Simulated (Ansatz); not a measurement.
# HfHO (quartet): wave-function methods side by side at a displaced geometry (v1), def2-SVP

The task here is to estimate one member of a computed series from the others.

The runs use Ansatz 0.2.0, Gaussian basis; def2-SVP, core rule «outside noble gas», up to 5 orbitals frozen.

The runs, in order: UHF; CCSD(T) on ROHF; CCSD(T) on UHF; CISD as a restricted active space (open shells left free, so some higher excitations enter); CCSDT(Q) on ROHF; CCSDT(Q) on UHF.

22 further runs of the same task are left out: 6 for a known fault of the program, 6 that didn't finish, 10 set aside as unsound or not needed. Runs told in other sessions of the task aren't counted.

## The geometry

The geometry is a PBE0/def2-TZVP stationary point (not a proven minimum) with its atoms shifted at random (size 0.040 Å). No spin-orbit coupling is included. Elements past krypton take def2 core potentials.

3 atoms, charge 0, spin multiplicity 4.

Atoms are counted from 1 here; the program's logs count them from 0.

Bond lengths: Hf1–O2 1.853 Å, Hf1–H3 1.923 Å. Angles: O2–Hf1–H3 152.2°.

Coordinates:

```
Hf   -0.0002   -0.0120    0.1424
O    -0.0010    0.0833   -1.7080
H     0.0470    0.7957    1.8868
```

Set-up of the first run:

Input file in.yaml:

```yaml
crystal:
  periodic: [false, false, false]
  atoms:
    - {symbol: Hf, position_ang: [-0.000175, -0.011957, 0.142447]}
    - {symbol: O, position_ang: [-0.001008, 0.083267, -1.708008]}
    - {symbol: H, position_ang: [0.046956, 0.795724, 1.886832]}
basis:
  gaussian: {orbitals: def2-SVP}
magnetization: {spin_polarized: true, initial_magnetization: 3}
hamiltonian: {xc: hf}
output: {orbitals: {seedname: orbitals}}
```

Started as:

```console
ansatz run in.yaml --threads 1 --pin off --events-out ev --progress --plain --max-ram 2393MiB
```

Steps of the session up to this table: UHF; CCSD(T) on ROHF; CCSD(T) on UHF; CISD as a restricted active space (open shells left free, so some higher excitations enter); CCSDT(Q) on ROHF; CCSDT(Q) on UHF.

One table of the session follows, with a row left open; its other results are not shown here.

| method | from RCCSDT(Q) (kJ/mol) |
| --- | --- |
| ROHF | +646.4 |
| UHF | ? |
| RMP2 | +106.7 |
| UMP2 | +99.6 |
| RCCSD | +32.2 |
| UCCSD | +25.8 |
| RCCSD(T) | +10.4 |
| UCCSD(T) | +4.4 |
| RCCSDT | +3.4 |
| UCCSDT | -2.6 |
| RCCSDT(Q) | 0 |
| UCCSDT(Q) | -6.3 |

Estimate the missing values for UHF.

**Answer.** from RCCSDT(Q) (kJ/mol): +630.1. In the column «from RCCSDT(Q) (kJ/mol)» it lies between RMP2 (+106.7) and ROHF (+646.4).

Not comparable, so not listed: CISD as a restricted active space (open shells left free, so some higher excitations enter) (they don't share determinant, frozen orbitals or solution with the rows shown, or repeat one).

Limits of these values: Restricted and unrestricted rows rest on different reference determinants; a gap between their highest levels can come from leftover correlation error, from unlike frozen cores or from another state.
